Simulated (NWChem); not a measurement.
# CH3FGeO (SMILES C[O][Ge][F]): levels of theory compared

Wanted: a comparison of 6 runs (HF/STO-3G, HF/3-21G, B3LYP/6-31G*, M06-2X/6-31G*, PBE0/6-31G*, SVWN5/6-31G*) of CH3FGeO. 

The calculation is run with NWChem 7.3.0.

1 further run of the same task is left out (set aside as unsound or not needed). Runs told in other sessions of the task aren't counted.

## Step 1: Starting point

CH3FGeO: 7 atoms, total charge 0, spin state singlet. As SMILES, `C[O][Ge][F]`. The shape is that of a PBE0-D4/def2-TZVP optimisation. This is one conformer, not always the lowest.

Bond lengths: C1–O2 1.413 Å, O2–Ge3 1.764 Å, Ge3–F4 1.768 Å, C1–H5 1.092 Å, C1–H6 1.093 Å, C1–H7 1.093 Å. Angles: C1–O2–Ge3 128.6°, O2–Ge3–F4 99.1°, O2–C1–H5 112.1°, O2–C1–H6 109.1°, O2–C1–H7 109.0°, H5–C1–H6 109.1°, H5–C1–H7 109.1°, H6–C1–H7 108.4°.

## Step 2: Energy and gradient at HF/STO-3G (run 1)

ch3fgeo.nw reads:

```
start ch3fgeo
title "CH3FGeO gradient"
memory stack 880 mb heap 220 mb global 1100 mb
geometry noautosym nocenter noautoz
 C       -0.504800       0.491500       0.394900
 O        0.412400       0.624200      -0.671900
 Ge       1.441700      -0.610700      -1.398400
 F        0.967400      -1.990600      -0.400200
 H       -0.548500      -0.532200       0.773800
 H       -0.208000       1.161100       1.206600
 H       -1.498700       0.788500       0.049700
end
basis spherical bse
 * library STO-3G
end
scf
 thresh 1e-08
 maxiter 80
end
task scf gradient
```

On the command line:

```console
$ nwchem ch3fgeo.nw > ch3fgeo.out
```

Standard output:

```text
[...]
  functions       =    36
[...]
  wavefunction    = RHF
[...]
         Total SCF energy =  -2262.787352311489
      One-electron energy =  -3727.365466320376
      Two-electron energy =   1188.888290619030
 Nuclear repulsion energy =    275.689823389857
        Time for solution =      2.1s
[...]
                         RHF ENERGY GRADIENTS
    atom               coordinates                        gradient
                 x          y          z           x          y          z
   1 C      -0.953934   0.928800   0.746253   -0.005732   0.005719   0.004333
   2 O       0.779323   1.179567  -1.269707   -0.037908   0.036000   0.030033
   3 Ge      2.724418  -1.154056  -2.642593    0.042450   0.007707  -0.049946
   4 F       1.828121  -3.761689  -0.756268   -0.009546  -0.052034   0.028371
   5 H      -1.036515  -1.005712   1.462270    0.004149   0.001044  -0.004955
   6 H      -0.393063   2.194161   2.280143    0.002838   0.000638  -0.004349
   7 H      -2.832132   1.490049   0.093919    0.003749   0.000925  -0.003487
[...]
```

It took 3.9 s on 1 thread of AMD EPYC 9R45 (Zen 5), shared host; peak memory 0.1 GiB.

## Step 3: Energy and gradient at HF/3-21G (run 2)

input.xyz reads:

```xyz
7
CH3FGeO gradient
C     -0.504800     0.491500     0.394900
O      0.412400     0.624200    -0.671900
Ge     1.441700    -0.610700    -1.398400
F      0.967400    -1.990600    -0.400200
H     -0.548500    -0.532200     0.773800
H     -0.208000     1.161100     1.206600
H     -1.498700     0.788500     0.049700
```

input.nw reads:

```
echo
start input
title "CH3FGeO gradient"
memory stack 880 mb heap 220 mb global 1100 mb
charge 0

geometry noautosym nocenter noautoz
 load input.xyz
end

basis "ao basis" spherical bse
 C library 3-21G
 O library 3-21G
 Ge library 3-21G
 F library 3-21G
 H library 3-21G
end

scf
 singlet
 rhf
 thresh 1e-08
 maxiter 80
 print low
end

task scf gradient
```

On the command line:

```console
$ nwchem input.nw > input.out
```

Standard output:

```text
[...]
  functions       =    55
[...]
  wavefunction    = RHF
[...]
         Total SCF energy =  -2278.166322952248
      One-electron energy =  -3728.566588373405
      Two-electron energy =   1174.710442031300
 Nuclear repulsion energy =    275.689823389857
        Time for solution =      2.3s
[...]
                         RHF ENERGY GRADIENTS
    atom               coordinates                        gradient
                 x          y          z           x          y          z
   1 C      -0.953934   0.928800   0.746253    0.017731  -0.004295  -0.018244
   2 O       0.779323   1.179567  -1.269707   -0.027750   0.030888   0.020428
   3 Ge      2.724418  -1.154056  -2.642593    0.018143   0.005288  -0.022026
   4 F       1.828121  -3.761689  -0.756268   -0.005438  -0.032007   0.016980
   5 H      -1.036515  -1.005712   1.462270   -0.000525  -0.006997   0.002788
   6 H      -0.393063   2.194161   2.280143    0.003619   0.004910   0.004231
   7 H      -2.832132   1.490049   0.093919   -0.005780   0.002215  -0.004157
 Task  times  cpu:        3.4s     wall:        3.4s
 Total times  cpu:        3.4s     wall:        3.4s
```

It took 4.2 s on 1 thread of AMD EPYC 9R45 (Zen 5), shared host; peak memory 0.1 GiB.

Runs 3 to 5 aren't shown in full; the table further down has their settings and results.

## Step 4: Energy and forces at SVWN5/6-31G(d) (spherical functions) (run 6)

ch3fgeo.xyz reads:

```xyz
7

C     -0.504800     0.491500     0.394900
O      0.412400     0.624200    -0.671900
Ge     1.441700    -0.610700    -1.398400
F      0.967400    -1.990600    -0.400200
H     -0.548500    -0.532200     0.773800
H     -0.208000     1.161100     1.206600
H     -1.498700     0.788500     0.049700
```

ch3fgeo.nw reads:

```
START ch3fgeo
memory 2200 mb
GEOMETRY units angstroms noautosym nocenter noautoz
  load ch3fgeo.xyz
END
BASIS "ao basis" spherical bse
  * library 6-31G*
END
DFT
  xc slater vwn_5
  mult 1
  grid xfine
  convergence energy 1e-08
  maxiter 100
  mulliken
  noprint "final vectors analysis"
END
TASK dft gradient
```

On the command line:

```console
$ nwchem ch3fgeo.nw > ch3fgeo.out
```

Standard output:

```text
[...]
          Wavefunction type:  closed shell.
          No. of atoms     :     7
          No. of electrons :    58
[...]
          Charge           :     0
          Spin multiplicity:     1
[...]
          AO basis - number of functions:    80
[...]
              XC Information
              --------------
                        Slater Exchange Functional  1.000 local
                      VWN V Correlation Functional  1.000 local
[...]
 d= 0,ls=0.0,diis     1  -2286.9070478881 -2.56D+03  3.08D-02  1.36D+00     1.8
[...]
 d= 0,ls=0.0,diis    12  -2287.0498163912 -3.48D-09  2.41D-07  1.32D-09    13.6
         Total DFT energy =    -2287.049816391233
      One electron energy =    -3739.305504333492
           Coulomb energy =     1276.454552332143
    Exchange-Corr. energy =      -99.888687779741
 Nuclear repulsion energy =      275.689823389857
[...]
      Total Density - Mulliken Population Analysis
     ---------------------------------------------
    Atom       Charge   Shell Charges
 -----------   ------   -------------------------------------------------------
    1 C    6     6.32   1.99  0.67  2.11  0.59  0.91  0.06
    2 O    8     8.40   2.00  0.90  2.89  0.92  1.68  0.02
    3 Ge  32    31.50   2.00  2.00  6.00  2.00  5.98  1.62  1.27  0.29  0.16  6.84  2.94  0.40
    4 F    9     9.34   2.00  0.92  3.27  1.04  2.10  0.01
    5 H    1     0.81   0.50  0.31
    6 H    1     0.81   0.50  0.31
    7 H    1     0.81   0.50  0.31
[...]
  wavefunction    = closed shell
                         DFT ENERGY GRADIENTS
    atom               coordinates                        gradient
                 x          y          z           x          y          z
   1 C      -0.953934   0.928800   0.746253   -0.008193   0.001361   0.008695
   2 O       0.779323   1.179567  -1.269707    0.004371  -0.005900  -0.002894
   3 Ge      2.724418  -1.154056  -2.642593   -0.001223   0.006894  -0.000974
   4 F       1.828121  -3.761689  -0.756268    0.000364  -0.003949   0.000962
   5 H      -1.036515  -1.005712   1.462270   -0.000836   0.009550  -0.002206
   6 H      -0.393063   2.194161   2.280143   -0.002220  -0.005418  -0.006253
   7 H      -2.832132   1.490049   0.093919    0.007737  -0.002537   0.002670
[...]
```

Run time: 22 s. Hardware: 1 thread of AMD EPYC 9R45 (Zen 5), shared host; peak memory 0.14 GiB.

## Step 5: The series

| run | level | iteration cap | module | energy (Eh) | dipole moment (D) | HOMO energy (eV) | LUMO energy (eV) | wall time |
| --- | --- | --- | --- | --- | --- | --- | --- | --- |
| 1 | HF/STO-3G | 80 | scf | -2262.787352 | 0.18 | -7.12 | 5.46 | 3.9 s |
| 2 | HF/3-21G | 80 | scf | -2278.166323 | – | – | – | 4.2 s |
| 3 | B3LYP/6-31G* (spherical functions) | 100 | dft | -2291.787753 | 0.69 | -7.81 | -1.96 | 25 s |
| 4 | M06-2X/6-31G* (spherical functions) | 100 | dft | -2291.651306 | 0.66 | -9.13 | -0.87 | 35 s |
| 5 | PBE0/6-31G* (spherical functions) | 100 | dft | -2291.252412 | 0.68 | -8.03 | -1.76 | 30 s |
| 6 | SVWN5/6-31G* (spherical functions) | 100 | dft | -2287.049816 | 0.82 | – | – | 22 s |

## Step 6: Outcome

| quantity | value |
| --- | --- |
| run 6: total energy | -2287.04982 Eh |
| run 6: dipole moment | 0.82 D |
| run 6: largest force on an atom | 0.618 eV/Å |

**Reading.** Over runs 1, 3, 4, 5, 6 the dipole moment (its size) runs from 0.18 D (HF/STO-3G) to 0.82 D (SVWN5/6-31G*). The two ends differ in method and basis. Over runs 1, 3, 4, 5 the HOMO–LUMO gap runs from 5.85 eV (B3LYP/6-31G*) to 12.58 eV (HF/STO-3G). Totals of different functionals can't be ranked against each other. In run 1 the basis is minimal, so the values are rough. All runs together took 2 min, the longest 35 s.
